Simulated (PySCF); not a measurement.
# Ho(SH)3: other functionals and bases at one geometry

Aim: see how levels, charges and forces of Ho(SH)3 depend on the level of theory. The species was built from a template and needn't be a known compound.

Method: several levels, as the steps say, no spin–orbit coupling; program: PySCF 2.14.0.

5 further runs of the same task are left out: 2 for a known fault of the program, 3 that didn't finish.

## (1) The starting structure

7 atoms, charge 0, spin multiplicity 1.

Bond lengths: Ho1–S2 2.575 Å, Ho1–S4 2.575 Å, Ho1–S6 2.575 Å, S2–H3 1.367 Å, S4–H5 1.367 Å, S6–H7 1.367 Å. Angles: S2–Ho1–S4 119.8°, S2–Ho1–S6 119.8°, S4–Ho1–S6 119.8°, Ho1–S2–H3 93.0°, Ho1–S4–H5 93.0°, Ho1–S6–H7 93.0°.

Geometry (Å):

```tsv
atom	x (Å)	y (Å)	z (Å)
Ho1	0.0000	0.0000	0.8727
S2	2.5397	0.4144	0.9774
H3	2.8312	-0.9216	0.9635
S4	-1.6287	1.9923	0.9774
H5	-0.6175	2.9127	0.9635
S6	-0.9110	-2.4066	0.9774
H7	-2.2137	-1.9911	0.9635
```

Formal oxidation states: Ho +3. Each metal's 10 4f electrons lie in its core potential, so multiplicities, spins and levels count the valence alone. An earlier session relaxed this geometry at BP86, Ho lcecp-1-SVP with ECP56, S def2-SVP, H def2-SVP (singlet, point group C3).

At BP86 on the finer grid: E = -1234.008071 Eh, HOMO -6.35 eV, LUMO -3.19 eV, Mulliken charge on Ho1 +0.66 e, largest force component 0.011 eV/Å. 

Levels to run: TPSS; HF; PBE0; r2SCAN; BP86, TZVP. Hardware: 2 threads of Arm Neoverse V1, shared host.

## (2) TPSS

run.py (the lines that set the calculation) reads:

```python
mol = gto.M(atom='''
Ho     0.00000     0.00000     0.87266
S      2.53969     0.41437     0.97741
H      2.83123    -0.92158     0.96351
S     -1.62870     1.99225     0.97741
H     -0.61750     2.91271     0.96351
S     -0.91099    -2.40662     0.97741
H     -2.21373    -1.99113     0.96351''',
    basis={'Ho': 'lcecp-1-SVP', 'S': 'def2-SVP', 'H': 'def2-SVP'},
    ecp={'Ho': 'lcecp-1-SVP'},
    charge=0, spin=0)
mf = dft.RKS(mol, xc='TPSS')
mf.grids.atom_grid = (75, 302)  # f atoms: unpruned, at least (60, 302)
mf = mf.density_fit()  # fitting sets: Ho AutoAux, S def2-universal-JKFIT, H def2-universal-JKFIT
mf.conv_tol = 1e-08; mf.max_cycle = 55
mf.kernel(dm0)  # dm0: the density of the relaxed state
```

Run with:

```
OMP_NUM_THREADS=2 python run.py
```

Standard output:

```text
init E= -1233.89803872337
  HOMO = -0.234298722554288  LUMO = -0.102422294881716  gap/eV = 3.58854
cycle= 1 E= -1233.89853441156  delta_E= -0.000496  |g|= 0.0449  |ddm|= 0.235
  HOMO = -0.234076206474648  LUMO = -0.117653755042546  gap/eV = 3.16802
cycle= 2 E= -1233.89445635522  delta_E= 0.00408  |g|= 0.111  |ddm|= 0.244
  HOMO = -0.235112114645842  LUMO = -0.108414868925042  gap/eV = 3.44761
cycle= 3 E= -1233.8994191521  delta_E= -0.00496  |g|= 0.0046  |ddm|= 0.167
  HOMO = -0.234523836120189  LUMO = -0.107820523862866  gap/eV = 3.44777
cycle= 4 E= -1233.89942678814  delta_E= -7.64e-06  |g|= 0.000992  |ddm|= 0.00791
  HOMO = -0.23457728136734  LUMO = -0.107775681801233  gap/eV = 3.45045
cycle= 5 E= -1233.89942712337  delta_E= -3.35e-07  |g|= 0.000181  |ddm|= 0.00147
  HOMO = -0.234578707412348  LUMO = -0.107772305865264  gap/eV = 3.45058
cycle= 6 E= -1233.89942713501  delta_E= -1.16e-08  |g|= 2.72e-05  |ddm|= 0.000255
  HOMO = -0.234576795851276  LUMO = -0.107771211624179  gap/eV = 3.45056
cycle= 7 E= -1233.89942713528  delta_E= -2.76e-10  |g|= 5.53e-06  |ddm|= 3.94e-05
  HOMO = -0.234577104754547  LUMO = -0.107771638349178  gap/eV = 3.45055
Extra cycle  E= -1233.89942713528  delta_E= 4.55e-12  |g|= 5.44e-06  |ddm|= 1.33e-05
converged SCF energy = -1233.89942713528
```

Wall time 9.1 s (2 threads of Arm Neoverse V1, shared host).

Result: E = -1233.899427 Eh, HOMO -6.38 eV, LUMO -2.93 eV, Mulliken charge on Ho1 +0.81 e, largest force component 0.169 eV/Å. 

## (3) HF

run.py (the lines that set the calculation): that of step 2 with these lines changed.

```diff
@@ -11,4 +11,3 @@
     charge=0, spin=0)
-mf = dft.RKS(mol, xc='TPSS')
-mf.grids.atom_grid = (75, 302)  # f atoms: unpruned, at least (60, 302)
+mf = scf.RHF(mol)
 mf = mf.density_fit()  # fitting sets: Ho AutoAux, S def2-universal-JKFIT, H def2-universal-JKFIT
```

Run with:

```
OMP_NUM_THREADS=2 python run.py
```

Standard output:

```text
init E= -1231.31481824736
  HOMO = -0.360905201761434  LUMO = 0.0189986548512984  gap/eV = 10.33771
cycle= 1 E= -1231.35717410965  delta_E= -0.0424  |g|= 0.0932  |ddm|= 0.657
  HOMO = -0.37259349221972  LUMO = -0.00673587709859547  gap/eV = 9.95549
cycle= 2 E= -1231.3600301456  delta_E= -0.00286  |g|= 0.0301  |ddm|= 0.197
  HOMO = -0.373587225229002  LUMO = 0.000128216294793759  gap/eV = 10.16932
cycle= 3 E= -1231.36047661976  delta_E= -0.000446  |g|= 0.0119  |ddm|= 0.0597
  HOMO = -0.373693199826118  LUMO = -0.00192842079304256  gap/eV = 10.11623
cycle= 4 E= -1231.36054503208  delta_E= -6.84e-05  |g|= 0.00168  |ddm|= 0.0284
  HOMO = -0.374020513353379  LUMO = -0.0020818053649343  gap/eV = 10.12097
cycle= 5 E= -1231.36054800085  delta_E= -2.97e-06  |g|= 0.000582  |ddm|= 0.00524
  HOMO = -0.373972474437733  LUMO = -0.00202542212374013  gap/eV = 10.12119
cycle= 6 E= -1231.36054839871  delta_E= -3.98e-07  |g|= 0.000139  |ddm|= 0.00206
  HOMO = -0.373994301202664  LUMO = -0.00203512211347601  gap/eV = 10.12152
cycle= 7 E= -1231.36054842443  delta_E= -2.57e-08  |g|= 3.11e-05  |ddm|= 0.000513
  HOMO = -0.373993508008926  LUMO = -0.00203700720898325  gap/eV = 10.12145
cycle= 8 E= -1231.36054842554  delta_E= -1.11e-09  |g|= 5.64e-06  |ddm|= 0.000109
  HOMO = -0.373993318989965  LUMO = -0.00203676006318432  gap/eV = 10.12145
Extra cycle  E= -1231.36054842557  delta_E= -3.02e-11  |g|= 2.32e-06  |ddm|= 1.5e-05
converged SCF energy = -1231.36054842557
```

It took 3.1 s on 2 threads of Arm Neoverse V1, shared host.

Result: E = -1231.360548 Eh, HOMO -10.18 eV, LUMO -0.06 eV, Mulliken charge on Ho1 +1.18 e, largest force component 0.819 eV/Å. 

## (4) PBE0

run.py (the lines that set the calculation): that of step 3 with these lines changed.

```diff
@@ -11,3 +11,4 @@
     charge=0, spin=0)
-mf = scf.RHF(mol)
+mf = dft.RKS(mol, xc='PBE0')
+mf.grids.atom_grid = (75, 302)  # f atoms: unpruned, at least (60, 302)
 mf = mf.density_fit()  # fitting sets: Ho AutoAux, S def2-universal-JKFIT, H def2-universal-JKFIT
```

Run with:

```
OMP_NUM_THREADS=2 python run.py
```

Standard output:

```text
init E= -1233.39290870903
  HOMO = -0.273481887549936  LUMO = -0.0826105096298306  gap/eV = 5.19387
cycle= 1 E= -1233.39542754421  delta_E= -0.00252  |g|= 0.0522  |ddm|= 0.271
  HOMO = -0.273328057991263  LUMO = -0.0999504452492097  gap/eV = 4.71785
cycle= 2 E= -1233.39380854123  delta_E= 0.00162  |g|= 0.0831  |ddm|= 0.216
  HOMO = -0.274625828002898  LUMO = -0.0907886297734635  gap/eV = 5.00246
cycle= 3 E= -1233.39644708965  delta_E= -0.00264  |g|= 0.00271  |ddm|= 0.134
  HOMO = -0.274198586375726  LUMO = -0.0905501836723346  gap/eV = 4.99733
cycle= 4 E= -1233.39644923836  delta_E= -2.15e-06  |g|= 0.00075  |ddm|= 0.00415
  HOMO = -0.274286676987675  LUMO = -0.0906814214049305  gap/eV = 4.99615
cycle= 5 E= -1233.39644943964  delta_E= -2.01e-07  |g|= 0.000139  |ddm|= 0.00141
  HOMO = -0.274273976217584  LUMO = -0.0906817469940897  gap/eV = 4.99580
cycle= 6 E= -1233.39644944592  delta_E= -6.28e-09  |g|= 2.72e-05  |ddm|= 0.00023
  HOMO = -0.274278035968805  LUMO = -0.0906860789578268  gap/eV = 4.99579
Extra cycle  E= -1233.39644944608  delta_E= -1.61e-10  |g|= 2.17e-05  |ddm|= 6.8e-05
converged SCF energy = -1233.39644944608
```

Wall time 5.7 s (2 threads of Arm Neoverse V1, shared host).

Read off: E = -1233.396449 Eh, HOMO -7.46 eV, LUMO -2.47 eV, Mulliken charge on Ho1 +0.83 e, largest force component 0.319 eV/Å. 

## (5) r2SCAN

run.py (the lines that set the calculation): that of step 4 with these lines changed.

```diff
@@ -11,3 +11,3 @@
     charge=0, spin=0)
-mf = dft.RKS(mol, xc='PBE0')
+mf = dft.RKS(mol, xc='R2SCAN')
 mf.grids.atom_grid = (75, 302)  # f atoms: unpruned, at least (60, 302)
```

Run with:

```
OMP_NUM_THREADS=2 python run.py
```

Standard output:

```text
init E= -1233.76068118672
  HOMO = -0.240968558897959  LUMO = -0.0999692834704717  gap/eV = 3.83679
cycle= 1 E= -1233.76278416924  delta_E= -0.0021  |g|= 0.0439  |ddm|= 0.297
  HOMO = -0.241624968269493  LUMO = -0.115391438025828  gap/eV = 3.43499
cycle= 2 E= -1233.75962351071  delta_E= 0.00316  |g|= 0.0997  |ddm|= 0.221
  HOMO = -0.242597754738643  LUMO = -0.106499494565117  gap/eV = 3.70342
cycle= 3 E= -1233.76360084361  delta_E= -0.00398  |g|= 0.00329  |ddm|= 0.15
  HOMO = -0.242013817825654  LUMO = -0.105957223857235  gap/eV = 3.70229
cycle= 4 E= -1233.76360419402  delta_E= -3.35e-06  |g|= 0.000491  |ddm|= 0.00541
  HOMO = -0.242033099982061  LUMO = -0.105933624518325  gap/eV = 3.70346
cycle= 5 E= -1233.7636042533  delta_E= -5.93e-08  |g|= 0.000179  |ddm|= 0.000849
  HOMO = -0.242022148939796  LUMO = -0.10592884548953  gap/eV = 3.70329
cycle= 6 E= -1233.76360426423  delta_E= -1.09e-08  |g|= 2.82e-05  |ddm|= 0.000242
  HOMO = -0.242022287953715  LUMO = -0.105931549322179  gap/eV = 3.70322
cycle= 7 E= -1233.76360426453  delta_E= -2.99e-10  |g|= 6.5e-06  |ddm|= 5.27e-05
  HOMO = -0.24202186630089  LUMO = -0.105930742992317  gap/eV = 3.70323
Extra cycle  E= -1233.76360426454  delta_E= -1.07e-11  |g|= 4.92e-06  |ddm|= 1.52e-05
converged SCF energy = -1233.76360426454
```

It took 8.8 s on 2 threads of Arm Neoverse V1, shared host.

It gives: E = -1233.763604 Eh, HOMO -6.59 eV, LUMO -2.88 eV, Mulliken charge on Ho1 +0.82 e, largest force component 0.285 eV/Å. 

## (6) BP86, TZVP

Basis: Ho lcecp-1-TZVP with ECP56, S def2-TZVP, H def2-TZVP. 

run.py (the lines that set the calculation) reads:

```python
mol = gto.M(atom='''
Ho     0.00000     0.00000     0.87266
S      2.53969     0.41437     0.97741
H      2.83123    -0.92158     0.96351
S     -1.62870     1.99225     0.97741
H     -0.61750     2.91271     0.96351
S     -0.91099    -2.40662     0.97741
H     -2.21373    -1.99113     0.96351''',
    basis={'Ho': 'lcecp-1-TZVP', 'S': 'def2-TZVP', 'H': 'def2-TZVP'},
    ecp={'Ho': 'lcecp-1-TZVP'},
    charge=0, spin=0)
mf = dft.RKS(mol, xc='B88,P86')
mf.grids.atom_grid = (75, 302)  # f atoms: unpruned, at least (60, 302)
mf = mf.density_fit()  # fitting sets: Ho AutoAux, S def2-universal-JKFIT, H def2-universal-JKFIT
mf.conv_tol = 1e-08; mf.max_cycle = 55
mf.kernel(dm0)  # dm0: free metal ions and neutral atoms
```

Run with:

```
OMP_NUM_THREADS=2 python run.py
```

Standard output:

```text
init E= -1247.4015708889
  HOMO = -0.238106309754237  LUMO = -0.157893261348055  gap/eV = 2.18271
cycle= 1 E= -1234.15591395834  delta_E= 13.2  |g|= 1.65  |ddm|=  2.5
  HOMO = -0.27689657416563  LUMO = -0.0583837075358192  gap/eV = 5.94604
cycle= 2 E= -1233.74612243461  delta_E= 0.41  |g|= 1.61  |ddm|= 2.16
  HOMO = -0.225703040436809  LUMO = -0.161222017337173  gap/eV = 1.75462
cycle= 3 E= -1234.13252409677  delta_E= -0.386  |g|= 0.927  |ddm|= 2.14
  HOMO = -0.230862247435983  LUMO = -0.104790065598749  gap/eV = 3.43060
cycle= 4 E= -1234.41877506566  delta_E= -0.286  |g|= 0.0807  |ddm|= 0.864
  HOMO = -0.239120096229025  LUMO = -0.125311083030923  gap/eV = 3.09690
cycle= 5 E= -1234.41993485378  delta_E= -0.00116  |g|= 0.0563  |ddm|= 0.195
  HOMO = -0.237267447399323  LUMO = -0.119097358036661  gap/eV = 3.21557
cycle= 6 E= -1234.42113170278  delta_E= -0.0012  |g|= 0.012  |ddm|= 0.0714
  HOMO = -0.237625680003173  LUMO = -0.118879974258976  gap/eV = 3.23124
cycle= 7 E= -1234.42117954341  delta_E= -4.78e-05  |g|= 0.00271  |ddm|= 0.0112
  HOMO = -0.237520708103426  LUMO = -0.118548060920133  gap/eV = 3.23741
cycle= 8 E= -1234.42118271055  delta_E= -3.17e-06  |g|= 0.000349  |ddm|= 0.00328
  HOMO = -0.237564133854992  LUMO = -0.118593459420144  gap/eV = 3.23736
cycle= 9 E= -1234.42118271741  delta_E= -6.86e-09  |g|= 0.000148  |ddm|= 0.00047
  HOMO = -0.237551980123716  LUMO = -0.118591030223396  gap/eV = 3.23709
cycle= 10 E= -1234.42118272355  delta_E= -6.14e-09  |g|= 1.05e-05  |ddm|= 0.000144
  HOMO = -0.23755231789363  LUMO = -0.118592619008233  gap/eV = 3.23706
Extra cycle  E= -1234.42118272351  delta_E= 4.25e-11  |g|= 1.55e-05  |ddm|= 2.63e-05
converged SCF energy = -1234.42118272351
```

It took 16 s on 2 threads of Arm Neoverse V1, shared host.

Result: E = -1234.421183 Eh, HOMO -6.46 eV, LUMO -3.23 eV, Mulliken charge on Ho1 +1.13 e, largest force component 0.210 eV/Å. 

## (7) All levels side by side

| level | state | HOMO (eV) | gap (eV) | charge on Ho1 (e) | dipole (D) | largest force (eV/Å) | basis functions | time |
| --- | --- | --- | --- | --- | --- | --- | --- | --- |
| BP86 (relaxed here) | singlet | -6.35 | 3.16 | 0.66 | 0.61 | 0.01 | 102 | 14 s |
| TPSS | singlet | -6.38 | 3.45 | 0.81 | 0.64 | 0.17 | 102 | 9.1 s |
| HF | singlet | -10.18 | 10.12 | 1.18 | 0.75 | 0.82 | 102 | 3.1 s |
| PBE0 | singlet | -7.46 | 5.00 | 0.83 | 0.66 | 0.32 | 102 | 5.7 s |
| r2SCAN | singlet | -6.59 | 3.70 | 0.82 | 0.66 | 0.29 | 102 | 8.8 s |
| BP86, TZVP | singlet | -6.46 | 3.24 | 1.13 | 0.63 | 0.21 | 176 | 16 s |

Times are on 2 threads of Arm Neoverse V1, shared host; the first row also made further properties.

In one basis the HOMO–LUMO gap runs from 3.16 eV (BP86) to 10.12 eV (HF). The largest leftover force, 0.82 eV/Å with HF, stands at a geometry relaxed at another level. The Mulliken charge on Ho spans +0.66 to +1.18 e over the levels. With 4f in the core, its levels are missing from HOMO and gap. Total energies of different levels can't be compared. Spin–orbit coupling is left out throughout.
